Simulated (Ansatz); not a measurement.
# CH4BClOS: one species, many methods

One table from this session's results is given with a row withheld; the runs are named, their logs left out.

The runs use Ansatz 0.2.0, Gaussian basis; functionals in def2-TZVPP, the program's frozen cores in correlated methods.

Plan: PBE-D4, r2SCAN-D4, PBE0-D4, B3LYP-D4, ωB97X-V, ωB97M-V, B2PLYP; CCSD(T)/def2-TZVPP; CCSD(T)/def2-QZVPP; extrapolation to the limit.

**The geometry**

An earlier PBE0-D4 in a triple-zeta def2 set relaxation fixed the geometry.

SMILES `COB(S)Cl`, 9 atoms, charge 0, spin multiplicity 1.

Atoms are counted from 1 here; the program's logs count them from 0.

Bond lengths: C1–O2 1.418 Å, C1–H6 1.092 Å, C1–H7 1.092 Å, C1–H8 1.089 Å, O2–B3 1.341 Å, B3–S4 1.804 Å, B3–Cl5 1.771 Å, S4–H9 1.344 Å. Angles: O2–C1–H6 110.8°, O2–C1–H7 110.8°, O2–C1–H8 107.1°, H6–C1–H7 109.0°, H6–C1–H8 109.6°, H7–C1–H8 109.6°, C1–O2–B3 123.4°, O2–B3–S4 121.0°, O2–B3–Cl5 122.0°, S4–B3–Cl5 117.0°, B3–S4–H9 94.9°.

Set-up of the first run:

File in.yaml:

```yaml
crystal:
  periodic: [false, false, false]
  atoms:
    - {symbol: C, position_ang: [0.842120, -1.052207, 0.425447]}
    - {symbol: O, position_ang: [-0.209407, -0.392495, -0.260781]}
    - {symbol: B, position_ang: [-0.455521, 0.920737, -0.146921]}
    - {symbol: S, position_ang: [-1.812646, 1.693193, -1.051172]}
    - {symbol: Cl, position_ang: [0.523736, 1.973367, 0.886649]}
    - {symbol: H, position_ang: [0.715422, -0.963859, 1.506236]}
    - {symbol: H, position_ang: [1.810875, -0.633587, 0.145858]}
    - {symbol: H, position_ang: [0.801803, -2.101770, 0.138269]}
    - {symbol: H, position_ang: [-2.216382, 0.556621, -1.643585]}
basis:
  gaussian: {orbitals: def2-TZVPP}
hamiltonian: {xc: pbe, dispersion: d4}
output: {forces: true, orbitals: {seedname: orbitals}}
```

Launch:

```
$ ansatz run in.yaml --threads 2 --pin off --events-out ev --progress --plain --max-ram 22528MiB --backend cpu
```

Among the steps run: PBE-D4 (GGA); r2SCAN-D4 (meta-GGA); PBE0-D4 (hybrid); B3LYP-D4 (hybrid); ωB97X-V (range-separated); ωB97M-V (range-separated); B2PLYP (double hybrid); CCSD(T) in def2-TZVPP; CCSD(T) in def2-QZVPP.

One table of the session follows, with a row left open; its other results are not shown here.

It belongs to the step «Atomisation energies». 

```
            method  atomisation energy (kJ/mol)
            PBE-D4                       3514.1
         r2SCAN-D4                            ?
           PBE0-D4                       3445.9
          B3LYP-D4                       3416.0
           ωB97X-V                       3435.8
           ωB97M-V                       3449.2
            B2PLYP                       3385.4
     HF/def2-TZVPP                       2513.4
    MP2/def2-TZVPP                       3418.8
   CCSD/def2-TZVPP                       3269.5
CCSD(T)/def2-TZVPP                       3328.8
           MP2/CBS                       3507.6
       CCSD(T)/CBS                       3417.4
```

**Question.** Estimate the row for r2SCAN-D4.

The run gave: atomisation energy (kJ/mol): 3456.7. In the column «atomisation energy (kJ/mol)» it lies between ωB97M-V (3449.2) and MP2/CBS (3507.6).

To keep in mind: Free atoms (1 C, 1 O, 1 B, 1 S, 1 Cl, 4 H) were run apart at each level; the atomisation energy is their sum less the molecule, without zero-point or spin-orbit terms.
